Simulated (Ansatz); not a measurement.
Working through a single point from an input written key by key of GeH5NTe, SMILES [NH2][GeH2][TeH]

Computed with Ansatz's Python interface.

Contents of `input.yaml`:
```yaml
crystal:
  periodic: [false, false, false]
  atoms:
    - { symbol: "N", position_ang: [-1.0691, 0.3136, -0.7353] }
    - { symbol: Ge, position_ang: [0.4487, 0.401, 0.256] }
    - { symbol: Te, position_ang: [1.3113, -1.9786, 0.5345] }
    - { symbol: H, position_ang: [-1.3329, 1.3615, -0.8998] }
    - { symbol: H, position_ang: [-0.8609, -0.0322, -1.7022] }
    - { symbol: H, position_ang: [0.1571, 1.035, 1.6471] }
    - { symbol: H, position_ang: [1.5374, 1.2682, -0.4737] }
    - { symbol: H, position_ang: [-0.0995, -2.4257, 1.3176] }
basis:
  gaussian: { orbitals: def2-TZVP }
hamiltonian:
  xc: r2scan
```

Interactive session:
```pycon
>>> import ansatz as az
>>> session = az.Session.from_deck("input.yaml")
>>> report = session.plan(threads=1).execute().report

>>> print("reference energy %16.6f eV" % report["reference_energy_ev"])
reference energy    -65386.046959 eV
>>> print("total energy     %16.6f eV" % report["free_energy_ev"])
total energy        -65386.046959 eV
>>> print("occupied orbitals outside the frozen core (up, down):", report["n_occupied"], " frozen:", report["n_frozen"], " virtual:", report["n_virtual"])
occupied orbitals outside the frozen core (up, down): [34, 34]  frozen: 0  virtual: [125, 125]
>>> symbols = ["N", "Ge", "Te", "H", "H", "H", "H", "H"]
```

Notes:
- Total energies depend on the basis set; only differences at equal settings carry meaning.
- The geometry is a force-field or estimated start, not a minimum of this method, and the basis set is short of its limit.
- It ran for 5.1 s on 1 thread of Intel(R) Xeon(R) Platinum 8488C (Sapphire Rapids), with other jobs on the host, peak memory 0.26 GiB.

(Lines on the test bed's own set-up are left out of the output.)
